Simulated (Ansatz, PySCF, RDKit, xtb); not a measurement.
# InSiHOF: from the formula to a structure

Only the formula InSiHOF is given (odd number of electrons). Aim: find the structure of lowest free energy at 298.15 K, then its properties.

Plan: many cheap relaxations first (GFN2-xTB), then density-functional screening, relaxation at B3LYP-D3(BJ)/def2-SVP, vibrations and a final energy. The numbers are computed, not measured.

6 further runs of the same task are left out: 6 set aside as unsound or not needed.

### Step 1. Possible bonding patterns

All bonding patterns within simple valence rules are listed by program: one Lewis structure each, at most two rings and one unusual centre or charged pair. O–O, O–halogen and N–halogen bonds and N–N–N chains are not drawn. That gives 18 candidates.

c036 O=[Si](F)[InH]; c045 [O][Si@H](F)[In]; c061 [O][In]([F])[SiH]; c183 O=[Si][InH][F]; c220 F[Si-]1[OH+][In]1; c277 F[Si@@H]1[O][In]1; c329 O=[SiH][In][F]; c369 F[Si]1[O][InH]1; c445 O[Si](F)[In]; c474 F[Si][O][InH]; c496 [OH][In][Si]F; c500 [O-][In+][SiH]F; c551 [F][In@@H-]1[O+]=[Si]1; c768 [O][InH][Si]F; c771 [F][In][O][SiH]; c883 F[SiH][O][In]; c937 O[Si][In][F]; c970 [F][In]1[O][SiH]1.

Candidates are built by distance geometry, with a force field where one applies, in up to four conformers (letters a to d). 16 starts with atoms placed at random are added, to find patterns that the rules miss.

**Question.** With final energies at CCSD(T)/def2-SVP, which structure will this search put lowest in free energy, and by what margin?

| quantity | value |
| --- | --- |
| lowest structure found | F[SiH][O][In], doublet, C1 |
| next finalist | [OH][Si]([F])[In] ‡, doublet, 18.1 kcal/mol higher in G |
| share at equilibrium, among the finalists | 100.0 % |
| harmonic wavenumbers, lowest and highest (B3LYP-D3(BJ)/def2-SVP) | 27 and 2067 cm⁻¹ |
| rotational constants, same geometry | 0.3822, 0.03697, 0.0339 cm⁻¹ |
| dipole moment (PBE0/def2-TZVPD) | 3.76 D |
| HOMO energy (highest over α and β) (PBE0/def2-TZVPD) | -5.49 eV |
| LUMO energy (lowest over α and β) (PBE0/def2-TZVPD) | -1.90 eV |
| lowest excitation (TD-CAM-B3LYP/def2-SVPD) | 3.35 eV (f = 0.003) |
| strongest of the states computed, same level | 4.62 eV (f = 0.059) |
| vertical ionisation energy (to the singlet cation) | 7.65 eV |
| vertical electron affinity | 0.36 eV |
| vertical quartet less doublet | +3.74 eV |

The lowest structure found is `F[SiH][O][In]`. The margin of 18.1 kcal/mol over the next finalist is beyond the usual error of the last level; it says nothing of structures that weren't ranked. B3LYP-D3(BJ)/def2-SVP, HF/def2-SVP and MP2/def2-SVP already put its bonding pattern lowest among the structures in one piece. Spin-orbit coupling, which matters for elements this heavy, is left out. 6 minima inside the window were never screened. The stability test raises a flag; for an open shell a flag towards a general spinor solution can be the free rotation of the spin. Lowest found is not proven lowest: the search is finite, and each finalist counts with one conformer.

‡ marks the bonded skeleton alone, with all bonds drawn single: no Lewis structure was assigned that passes a check against the bond lengths.
